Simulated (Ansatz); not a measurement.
# I (fcc type): how the settings move a single-point run

How sensitive is a single-point run of I (fcc type) to its settings? A reference run comes first, then one run with altered input.

Computed with Ansatz 0.2.0 (reference: DFT, PBEsol, PAW with Ansatz's default frozen-core files, scalar-relativistic, unless a step's input says otherwise).

## (1) The starting structure

It takes space group Fm-3m (No. 225, cubic). The conventional cell has a = 4.765 Å, b = 4.765 Å, c = 4.765 Å, α = 90.00°, β = 90.00°, γ = 90.00°. I (site symmetry m-3m) has 12 I at 3.37 Å in its first shell of neighbours.

As a file:

```
I
1.0
     0.00000    2.38229    2.38229
     2.38229    0.00000    2.38229
     2.38229    2.38229    0.00000
I
1
Direct
  0.00000 0.00000 0.00000
```

## (2) Reference

Contents of input.yaml:

```yaml
crystal:
  lattice:
    - [0.0, 2.3822896824, 2.3822896824]
    - [2.3822896824, 0.0, 2.3822896824]
    - [2.3822896824, 2.3822896824, 0.0]
  atoms:
    - { symbol: I, position: [0.0, 0.0, 0.0] }
kpoints:
  mp_grid: { grid: [14, 14, 14] }
scf:
  occupations: { method: fermi_dirac, width: 0.05 }
hamiltonian:
  xc: pbesol
  pseudopotentials: { kind: paw }
output:
  forces: true
  stress: true
  eigenvalues: true
  populations: true
```

The run is started by

```sh
ansatz run input.yaml --threads 1 --pin off --max-ram 2048MiB --backend cpu --events-out ev --progress --plain --runs-dir out
```

## (3) Changing settings: lower_state_search light

Edit input.yaml of step 2 so:

```diff
@@ -11,2 +11,3 @@
   occupations: { method: fermi_dirac, width: 0.05 }
+  lower_state_search: light
 hamiltonian:
```

What does the calculation give? Wanted: for each run, ending; energy change; pressure; gap; force.

The runs gave:

```
                        run     ending  energy change  pressure (GPa)  gap (eV)  force (eV/Å)  cycles   time
                  reference  converged              0             8.4      0.00          0.00       6  2.9 s
1: lower_state_search light  converged   0.0 meV/atom             8.4      0.00          0.00       6  2.8 s
```

Residual by cycle in the longest SCF loop of each run; runs are numbered as in the table. The quantity is the density residual dr2, in eV.

```
cycle  reference    run 1
    1    0.00257  0.00257
    2    0.00153  0.00153
    3     6.4e-5   6.4e-5
    4     3.3e-6   3.3e-6
    5     1.5e-7   1.5e-7
    6     3.6e-9   3.6e-9
```

The changed input (search for lower states) leaves the energy the same to the digits printed.
